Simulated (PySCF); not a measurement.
# TaO−: from the state search to spectroscopic constants

What are the lowest state that PBE0 finds, the bond length, vibrational wavenumber and bond energy of TaO−, and how much do these hang on the method?

The runs use PySCF 2.14.0; Ta def2-TZVPPD with ECP60, O def2-TZVPPD, scalar-relativistic core potentials.

1 further run of the same task is left out (set aside as unsound or not needed).

## 1. Input

Settings of the job:

```json
{
 "atoms": "Ta, O",
 "charge": "-1",
 "basis": "Ta def2-TZVPPD with ECP60, O def2-TZVPPD",
 "Hamiltonian": "scalar-relativistic core potentials",
 "basis functions": "99",
 "electrons treated": "22",
 "masses in u": "180.9480, 15.9949",
 "levels": "PBE0, PBE, r²SCAN, M06-2X, TPSS, B2PLYP, BHandHLYP, PW91, HSE06, MP2, SCS-MP2, CCSD, CCSD(T)",
 "grid": "80 radial by 434 angular points",
 "occupations": "held fixed by the projection of orbital angular momentum",
 "dissociation limit": "Ta + O−, each in its ground configuration",
 "starting distance in angstrom": "2.060",
 "values of 2S to try": "0, 2, 4, 6"
}
```

Started as:

```sh
$ OMP_NUM_THREADS=2 python dia.py task.json out
```

The runs that follow: PBE0 along the bond; Excited determinants; PBE; r²SCAN; M06-2X (hybrid meta-GGA); TPSS; B2PLYP; BHandHLYP (global hybrid GGA); PW91 (GGA); HSE06; Correlated methods on the Hartree–Fock reference.

**Question.** What will these runs give? Wanted: for each run, Re; ωe; De; μ.

As calculated:

Lowest PBE0 solution found, without spin–orbit coupling: ³Σ⁻ (triplet), unpaired electrons δ ↑↑. State 2 has its PBE0 minimum 0.28 eV higher, as a spin-mixed determinant (⟨S²⟩ = 1.00), so this is no gap between pure states. State 3 has its PBE0 minimum 0.56 eV higher. State 4 has its PBE0 minimum 0.62 eV higher. The other levels ran on the lowest alone.

```
       level  Re (Å)  ωe (cm⁻¹)  De (eV)  μ (D)
    ROHF-MP2   1.735        940     8.04    n/a
ROHF-SCS-MP2   1.738        934     7.66    n/a
   ROHF-CCSD   1.735        945     7.27    n/a
ROHF-CCSD(T)   1.746        918     7.70    n/a
         PBE   1.738        919     7.97  -1.01
        PW91   1.738        920     7.98  -1.09
        TPSS   1.744        916     7.72  -0.82
      r²SCAN   1.735        932     7.67  -0.59
        PBE0   1.725        952     7.53  -0.96
       HSE06   1.727        948     7.50  -1.07
   BHandHLYP   1.726        961     6.67  -1.59
      M06-2X   1.728        953     7.35  -1.49
      B2PLYP   1.742        921     7.53  -1.44
```

De is counted to Ta + O− in their ground configurations. A positive dipole points from Ta to O; in an ion it is taken about the centre of mass and does not tell which atom is negative. ⟨S²⟩ is off the pure value of 2.00 by over a tenth at r²SCAN 2.28.

In words: Bond lengths run from 1.725 Å (PBE0) to 1.746 Å (ROHF-CCSD(T)). Of the levels with a De here, BHandHLYP gives the least (6.67 eV) and ROHF-MP2 the most (8.04 eV).

Correlated steps freeze 1 core orbital. These are scalar-relativistic numbers at best; spin–orbit coupling would shift them, the dissociation energy most. B2PLYP dipoles, levels and charges come from its SCF part alone. The state is the lowest single determinant that the PBE0 search found; with open d or f shells the true ground state can be another one. T1 is 0.044 near the minimum (highest on the curve 0.057), which may point to more than one leading configuration. With some functionals the highest level of the anion is positive, from self-interaction error or because the anion is truly unbound there; the finite basis then holds the extra electron, and no neutral molecule was run to test the binding. With spin–orbit coupling the term label itself may not hold.
